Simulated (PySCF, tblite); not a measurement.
**C2H11AsO2Si3: geometry, infrared bands and NMR shifts**

What infrared bands and NMR shifts should C2H11AsO2Si3 (`COC(=O)[SiH2][As]([SiH3])[SiH3]`) show?

Computed with tblite 0.8.0 and PySCF 2.14.0, with density-fitted response routines of our own, on a single molecule in the gas phase. Atoms count from 0, in the outputs and in this text.

## Step 1: Starting geometry

19 atoms, charge 0, multiplicity 1; geometry from: force field or distance geometry start.

Bonds of the start (Å): C0–O1 1.43, O1–C2 1.41, C2–O3 1.24, C2–Si4 1.85, Si4–As5 2.32, As5–Si6 2.33, As5–Si7 2.31, C0–H8 1.11, C0–H9 1.10, C0–H10 1.11, Si4–H11 1.48, Si4–H12 1.47, Si6–H13 1.47, Si6–H14 1.48, Si6–H15 1.47, Si7–H16 1.47, Si7–H17 1.47, Si7–H18 1.47.

## Step 2: Relaxing the molecule with GFN2-xTB

What the job is given:

```
{"job": {"kind": "relax", "xc": "GFN2-xTB", "basis": "xTB"}, "charge": 0, "multiplicity": 1}
C      3.467500     0.742200    -0.464500
O      2.140600     0.211800    -0.561500
C      1.711600    -0.835900     0.272000
O      2.458600    -1.334300     1.129300
Si    -0.033000    -1.422400     0.126300
As    -1.398000    -0.131900     1.484300
Si    -1.197000     1.729000     0.103800
Si    -3.316000    -0.846400     0.420100
H      3.634600     1.162900     0.551000
H      4.204800    -0.048000    -0.668300
H      3.569000     1.553200    -1.214700
H     -0.470000    -1.300500    -1.278900
H     -0.121100    -2.827400     0.543400
H     -1.365800     1.326000    -1.300000
H     -2.233000     2.718200     0.468300
H      0.132400     2.322900     0.294600
H     -3.604800    -2.236300     0.810400
H     -3.143500    -0.788800    -1.042100
H     -4.446700     0.015000     0.813600
```

On the command line:

```sh
$ OMP_NUM_THREADS=1 python probes_run.py task.json out
```

One launch serves the whole session: the jobs run in the order shown.

**Question.** This job is followed by: GFN2-xTB harmonic vibrations, gas phase; GIAO PBE0/pcSseg-1 NMR shielding, non-relativistic, gas phase. What will the session give for the following? strongest single infrared mode (GFN2-xTB); zero-point energy (GFN2-xTB); ¹³C shifts against TMS (PBE0/pcSseg-1); ¹H shifts against TMS (PBE0/pcSseg-1, means over atoms taken as alike); ¹⁷O shifts against H2O (PBE0/pcSseg-1); ²⁹Si shifts against TMS (PBE0/pcSseg-1, means over atoms taken as alike); ⁷⁵As shifts against AsH3 (PBE0/pcSseg-1).

The runs gave:

| quantity | value |
| --- | --- |
| strongest single infrared mode (GFN2-xTB) | 768 cm⁻¹, 872 km/mol |
| zero-point energy (GFN2-xTB) | 71.5 kcal/mol |
| ¹³C shifts against TMS (PBE0/pcSseg-1) | 183.9, 49.2 ppm |
| ¹H shifts against TMS (PBE0/pcSseg-1, means over atoms taken as alike) | 4.66, 4.15, 4.01 ppm |
| ¹⁷O shifts against H2O (PBE0/pcSseg-1) | 501.6, 231.0 ppm |
| ²⁹Si shifts against TMS (PBE0/pcSseg-1, means over atoms taken as alike) | -50.5, -81.0 ppm |
| ⁷⁵As shifts against AsH3 (PBE0/pcSseg-1) | -163 ppm |

Over 257 steps the energy fell by 0.446 eV; of the close pairs, C2–Si4 changed most, 1.846 to 1.915 Å. The lowest mode is imaginary (34i cm⁻¹), so the xTB geometry is not a minimum. The strongest single mode, at 768 cm⁻¹, has its largest shares on H18, H13, H17 and H14 (the list is cut at 4 atoms). GFN2-xTB is a fitted tight-binding method: band positions and strengths are rough. Its intensities can rank the bands wrongly. At PBE0/pcSseg-1: The widest tensor belongs to O3: span 843 ppm, with a paramagnetic part of -566 ppm. Spin-orbit coupling is left out, which matters for shieldings and couplings at and beside the heavy atoms.
